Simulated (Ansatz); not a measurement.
# Molecular dynamics of KAl$_{3}$H$_{6}$S$_{2}$O$_{14}$

Input:

```yaml
crystal:
  lattice:
    - [3.5802, 2.067029, 5.85582]
    - [-3.5802, 2.067029, 5.85582]
    - [0.0, -4.134059, 5.85582]
  atoms:
    - { symbol: K, position: [0.0, 0.0, 0.0] }
    - { symbol: Al, position: [0.5, 0.0, 0.0] }
    - { symbol: Al, position: [0.0, 0.5, 0.0] }
    - { symbol: Al, position: [0.0, 0.0, 0.5] }
    - { symbol: H, position: [0.294, 0.772, 0.294] }
    - { symbol: H, position: [0.294, 0.294, 0.772] }
    - { symbol: H, position: [0.772, 0.294, 0.294] }
    - { symbol: H, position: [0.706, 0.228, 0.706] }
    - { symbol: H, position: [0.228, 0.706, 0.706] }
    - { symbol: H, position: [0.706, 0.706, 0.228] }
    - { symbol: S, position: [0.3029, 0.3029, 0.3029] }
    - { symbol: S, position: [0.6971, 0.6971, 0.6971] }
    - { symbol: O, position: [0.38715, 0.38715, 0.38715] }
    - { symbol: O, position: [0.61285, 0.61285, 0.61285] }
    - { symbol: O, position: [0.1579, 0.50426, 0.1579] }
    - { symbol: O, position: [0.1579, 0.1579, 0.50426] }
    - { symbol: O, position: [0.50426, 0.1579, 0.1579] }
    - { symbol: O, position: [0.8421, 0.49574, 0.8421] }
    - { symbol: O, position: [0.49574, 0.8421, 0.8421] }
    - { symbol: O, position: [0.8421, 0.8421, 0.49574] }
    - { symbol: O, position: [0.26843, 0.89082, 0.26843] }
    - { symbol: O, position: [0.26843, 0.26843, 0.89082] }
    - { symbol: O, position: [0.89082, 0.26843, 0.26843] }
    - { symbol: O, position: [0.73157, 0.10918, 0.73157] }
    - { symbol: O, position: [0.10918, 0.73157, 0.73157] }
    - { symbol: O, position: [0.73157, 0.73157, 0.10918] }
basis:
  ecutwfc: 420.0
kpoints:
  mp_grid: { grid: [2, 2, 2] }
hamiltonian:
  xc: pbesol
scf:
  occupations: { method: fermi_dirac, width: 0.05 }
  lower_state_search: "off"
md:
  timestep: 0.5
  n_steps: 60
  ensemble: nve
  temperature: 1800.0
  initial_velocities: maxwell_boltzmann
  seed: 540865
```

Run as:

```bash
$ ansatz run input.yaml --threads 1 --pin off --max-ram 3072MiB --backend cpu --events-out ev --progress --plain --runs-dir out
```

It starts from an unrelaxed structure (largest force component 27.67 eV/Å).

Output, in part (step lines):

```
md step     0: t =     0.00 fs  T =  1800.0 K  F+E_penalty+E_count = -12800.17687290 eV  E_kin = 5.816700 eV  conserved = -12794.36017295 eV  (9 SCF iters)
md step     1: t =     0.50 fs  T =  3677.9 K  F+E_penalty+E_count = -12807.26768683 eV  E_kin = 11.885125 eV  conserved = -12795.38256188 eV  (9 SCF iters)
md step     2: t =     1.00 fs  T =  6321.2 K  F+E_penalty+E_count = -12816.17949483 eV  E_kin = 20.426999 eV  conserved = -12795.75249554 eV  (10 SCF iters)
md step     3: t =     1.50 fs  T =  7153.3 K  F+E_penalty+E_count = -12818.57243463 eV  E_kin = 23.115989 eV  conserved = -12795.45644581 eV  (10 SCF iters)
md step     4: t =     2.00 fs  T =  6667.1 K  F+E_penalty+E_count = -12816.77271148 eV  E_kin = 21.544747 eV  conserved = -12795.22796424 eV  (9 SCF iters)
md step     5: t =     2.50 fs  T =  5722.7 K  F+E_penalty+E_count = -12813.62429911 eV  E_kin = 18.492969 eV  conserved = -12795.13132998 eV  (9 SCF iters)
md step     6: t =     3.00 fs  T =  4748.0 K  F+E_penalty+E_count = -12810.44540545 eV  E_kin = 15.343194 eV  conserved = -12795.10221111 eV  (8 SCF iters)
md step     7: t =     3.50 fs  T =  3883.9 K  F+E_penalty+E_count = -12807.64777826 eV  E_kin = 12.550832 eV  conserved = -12795.09694581 eV  (7 SCF iters)
md step     8: t =     4.00 fs  T =  3157.1 K  F+E_penalty+E_count = -12805.30129158 eV  E_kin = 10.202183 eV  conserved = -12795.09910901 eV  (6 SCF iters)
md step     9: t =     4.50 fs  T =  2558.6 K  F+E_penalty+E_count = -12803.37094510 eV  E_kin = 8.268094 eV  conserved = -12795.10285140 eV  (6 SCF iters)
md step    10: t =     5.00 fs  T =  2071.7 K  F+E_penalty+E_count = -12801.80095158 eV  E_kin = 6.694768 eV  conserved = -12795.10618325 eV  (10 SCF iters)
md step    11: t =     5.50 fs  T =  1681.5 K  F+E_penalty+E_count = -12800.54251833 eV  E_kin = 5.433918 eV  conserved = -12795.10860033 eV  (5 SCF iters)
md step    12: t =     6.00 fs  T =  1377.2 K  F+E_penalty+E_count = -12799.56043584 eV  E_kin = 4.450291 eV  conserved = -12795.11014441 eV  (5 SCF iters)
md step    13: t =     6.50 fs  T =  1151.5 K  F+E_penalty+E_count = -12798.83204237 eV  E_kin = 3.720979 eV  conserved = -12795.11106357 eV  (5 SCF iters)
md step    14: t =     7.00 fs  T =  1000.0 K  F+E_penalty+E_count = -12798.34322646 eV  E_kin = 3.231506 eV  conserved = -12795.11172093 eV  (6 SCF iters)
md step    15: t =     7.50 fs  T =   919.5 K  F+E_penalty+E_count = -12798.08357324 eV  E_kin = 2.971240 eV  conserved = -12795.11233362 eV  (6 SCF iters)
md step    16: t =     8.00 fs  T =   906.8 K  F+E_penalty+E_count = -12798.04319711 eV  E_kin = 2.930184 eV  conserved = -12795.11301293 eV  (5 SCF iters)
md step    17: t =     8.50 fs  T =   958.4 K  F+E_penalty+E_count = -12798.21099898 eV  E_kin = 3.097162 eV  conserved = -12795.11383714 eV  (5 SCF iters)
md step    18: t =     9.00 fs  T =  1070.3 K  F+E_penalty+E_count = -12798.57362412 eV  E_kin = 3.458824 eV  conserved = -12795.11480050 eV  (4 SCF iters)
md step    19: t =     9.50 fs  T =  1237.8 K  F+E_penalty+E_count = -12799.11560923 eV  E_kin = 3.999802 eV  conserved = -12795.11580742 eV  (4 SCF iters)
md step    20: t =    10.00 fs  T =  1455.7 K  F+E_penalty+E_count = -12799.82077257 eV  E_kin = 4.704042 eV  conserved = -12795.11673080 eV  (10 SCF iters)
md step    21: t =    10.50 fs  T =  1719.5 K  F+E_penalty+E_count = -12800.67413337 eV  E_kin = 5.556715 eV  conserved = -12795.11741840 eV  (5 SCF iters)
md step    22: t =    11.00 fs  T =  2025.9 K  F+E_penalty+E_count = -12801.66436339 eV  E_kin = 6.546783 eV  conserved = -12795.11758036 eV  (6 SCF iters)
md step    23: t =    11.50 fs  T =  2373.7 K  F+E_penalty+E_count = -12802.78758720 eV  E_kin = 7.670572 eV  conserved = -12795.11701539 eV  (5 SCF iters)
md step    24: t =    12.00 fs  T =  2764.8 K  F+E_penalty+E_count = -12804.05033078 eV  E_kin = 8.934522 eV  conserved = -12795.11580832 eV  (5 SCF iters)
md step    25: t =    12.50 fs  T =  3204.2 K  F+E_penalty+E_count = -12805.46892964 eV  E_kin = 10.354423 eV  conserved = -12795.11450702 eV  (5 SCF iters)
md step    26: t =    13.00 fs  T =  3697.2 K  F+E_penalty+E_count = -12807.06241673 eV  E_kin = 11.947659 eV  conserved = -12795.11475724 eV  (6 SCF iters)
md step    27: t =    13.50 fs  T =  4242.2 K  F+E_penalty+E_count = -12808.82976934 eV  E_kin = 13.708782 eV  conserved = -12795.12098705 eV  (6 SCF iters)
md step    28: t =    14.00 fs  T =  4809.6 K  F+E_penalty+E_count = -12810.68709310 eV  E_kin = 15.542261 eV  conserved = -12795.14483259 eV  (7 SCF iters)
md step    29: t =    14.50 fs  T =  5291.6 K  F+E_penalty+E_count = -12812.30959840 eV  E_kin = 17.099722 eV  conserved = -12795.20987623 eV  (7 SCF iters)
md step    30: t =    15.00 fs  T =  5420.6 K  F+E_penalty+E_count = -12812.85029499 eV  E_kin = 17.516807 eV  conserved = -12795.33348826 eV  (10 SCF iters)
md step    31: t =    15.50 fs  T =  4782.1 K  F+E_penalty+E_count = -12810.88439748 eV  E_kin = 15.453280 eV  conserved = -12795.43111739 eV  (8 SCF iters)
md step    32: t =    16.00 fs  T =  3348.3 K  F+E_penalty+E_count = -12806.01863631 eV  E_kin = 10.820075 eV  conserved = -12795.19856088 eV  (10 SCF iters)
md step    33: t =    16.50 fs  T =  2368.3 K  F+E_penalty+E_count = -12802.50542189 eV  E_kin = 7.653011 eV  conserved = -12794.85241086 eV  (10 SCF iters)
md step    34: t =    17.00 fs  T =  3025.9 K  F+E_penalty+E_count = -12804.92564731 eV  E_kin = 9.778251 eV  conserved = -12795.14739583 eV  (9 SCF iters)
md step    35: t =    17.50 fs  T =  4324.8 K  F+E_penalty+E_count = -12809.41620641 eV  E_kin = 13.975463 eV  conserved = -12795.44074293 eV  (9 SCF iters)
md step    36: t =    18.00 fs  T =  4877.6 K  F+E_penalty+E_count = -12811.13758613 eV  E_kin = 15.761993 eV  conserved = -12795.37559352 eV  (11 SCF iters)
md step    37: t =    18.50 fs  T =  4625.3 K  F+E_penalty+E_count = -12810.13369908 eV  E_kin = 14.946779 eV  conserved = -12795.18692058 eV  (9 SCF iters)
md step    38: t =    19.00 fs  T =  4186.0 K  F+E_penalty+E_count = -12808.63296801 eV  E_kin = 13.527075 eV  conserved = -12795.10589351 eV  (8 SCF iters)
md step    39: t =    19.50 fs  T =  3874.2 K  F+E_penalty+E_count = -12807.65870949 eV  E_kin = 12.519560 eV  conserved = -12795.13914928 eV  (8 SCF iters)
md step    40: t =    20.00 fs  T =  3591.9 K  F+E_penalty+E_count = -12806.75174946 eV  E_kin = 11.607354 eV  conserved = -12795.14439533 eV  (10 SCF iters)
md step    41: t =    20.50 fs  T =  3268.7 K  F+E_penalty+E_count = -12805.68904969 eV  E_kin = 10.562769 eV  conserved = -12795.12628021 eV  (9 SCF iters)
md step    42: t =    21.00 fs  T =  2946.8 K  F+E_penalty+E_count = -12804.63477995 eV  E_kin = 9.522486 eV  conserved = -12795.11229405 eV  (9 SCF iters)
md step    43: t =    21.50 fs  T =  2676.8 K  F+E_penalty+E_count = -12803.75755610 eV  E_kin = 8.649978 eV  conserved = -12795.10757849 eV  (7 SCF iters)
md step    44: t =    22.00 fs  T =  2477.9 K  F+E_penalty+E_count = -12803.11781758 eV  E_kin = 8.007457 eV  conserved = -12795.11036046 eV  (7 SCF iters)
md step    45: t =    22.50 fs  T =  2339.2 K  F+E_penalty+E_count = -12802.67891375 eV  E_kin = 7.559224 eV  conserved = -12795.11968949 eV  (7 SCF iters)
md step    46: t =    23.00 fs  T =  2224.2 K  F+E_penalty+E_count = -12802.32194761 eV  E_kin = 7.187369 eV  conserved = -12795.13457894 eV  (6 SCF iters)
md step    47: t =    23.50 fs  T =  2081.3 K  F+E_penalty+E_count = -12801.87273285 eV  E_kin = 6.725682 eV  conserved = -12795.14705092 eV  (7 SCF iters)
md step    48: t =    24.00 fs  T =  1888.5 K  F+E_penalty+E_count = -12801.23821983 eV  E_kin = 6.102568 eV  conserved = -12795.13565168 eV  (9 SCF iters)
md step    49: t =    24.50 fs  T =  1728.9 K  F+E_penalty+E_count = -12800.68695052 eV  E_kin = 5.586842 eV  conserved = -12795.10010813 eV  (9 SCF iters)
md step    50: t =    25.00 fs  T =  1746.6 K  F+E_penalty+E_count = -12800.74664528 eV  E_kin = 5.644178 eV  conserved = -12795.10246758 eV  (12 SCF iters)
md step    51: t =    25.50 fs  T =  1945.9 K  F+E_penalty+E_count = -12801.42204166 eV  E_kin = 6.288297 eV  conserved = -12795.13374470 eV  (9 SCF iters)
md step    52: t =    26.00 fs  T =  2203.4 K  F+E_penalty+E_count = -12802.27115934 eV  E_kin = 7.120212 eV  conserved = -12795.15094729 eV  (9 SCF iters)
md step    53: t =    26.50 fs  T =  2415.7 K  F+E_penalty+E_count = -12802.97218630 eV  E_kin = 7.806381 eV  conserved = -12795.16580521 eV  (9 SCF iters)
md step    54: t =    27.00 fs  T =  2510.2 K  F+E_penalty+E_count = -12803.28838558 eV  E_kin = 8.111801 eV  conserved = -12795.17658422 eV  (10 SCF iters)
md step    55: t =    27.50 fs  T =  2446.0 K  F+E_penalty+E_count = -12803.08303697 eV  E_kin = 7.904238 eV  conserved = -12795.17879936 eV  (10 SCF iters)
md step    56: t =    28.00 fs  T =  2250.0 K  F+E_penalty+E_count = -12802.42111646 eV  E_kin = 7.270850 eV  conserved = -12795.15026602 eV  (9 SCF iters)
md step    57: t =    28.50 fs  T =  2110.0 K  F+E_penalty+E_count = -12801.89754590 eV  E_kin = 6.818412 eV  conserved = -12795.07913363 eV  (9 SCF iters)
md step    58: t =    29.00 fs  T =  2267.4 K  F+E_penalty+E_count = -12802.44708524 eV  E_kin = 7.327075 eV  conserved = -12795.12001029 eV  (11 SCF iters)
md step    59: t =    29.50 fs  T =  2579.1 K  F+E_penalty+E_count = -12803.52777403 eV  E_kin = 8.334329 eV  conserved = -12795.19344514 eV  (10 SCF iters)
md step    60: t =    30.00 fs  T =  2731.9 K  F+E_penalty+E_count = -12804.01662548 eV  E_kin = 8.828159 eV  conserved = -12795.18846684 eV  (10 SCF iters)
```

All steps were run. The conserved energy changed by up to 54 meV per atom, so the integration failed, and the later frames carry no physical meaning.

Mean squared displacements from the first frame to the last, about the centre of mass: K 0.07 Å², Al 0.05 Å², H 2.11 Å², S 0.01 Å², O 0.05 Å².

Last frame:

```xyz
26
Lattice="3.5802 2.0670 5.8558 -3.5802 2.0670 5.8558 0.0000 -4.1341 5.8558" Properties=species:S:1:pos:R:3
K -0.213 -0.151 -0.033
Al 1.764 1.246 3.177
Al -1.838 0.984 3.114
Al 0.030 -2.046 2.820
H -0.809 -0.298 7.466
H -1.269 -1.351 9.023
H 0.746 -0.178 7.470
H 1.020 -0.912 10.245
H -1.200 -0.521 10.303
H -1.193 1.220 8.958
S 0.031 0.009 5.222
S -0.010 -0.056 12.319
O -0.053 0.023 6.776
O 0.111 0.032 10.573
O -1.209 0.856 4.921
O -0.090 -1.424 4.634
O 1.455 0.591 4.976
O 1.269 -0.703 12.657
O -1.208 -0.801 12.493
O -0.025 1.380 12.573
O -2.043 1.225 8.571
O 0.103 -2.495 8.607
O 2.388 1.469 8.177
O 2.279 -1.109 9.331
O -2.195 -1.391 9.139
O -0.057 2.630 9.080
```

The run took 7 min on 1 thread of Arm Neoverse V2, on a shared host, peak memory 0.63 GiB.
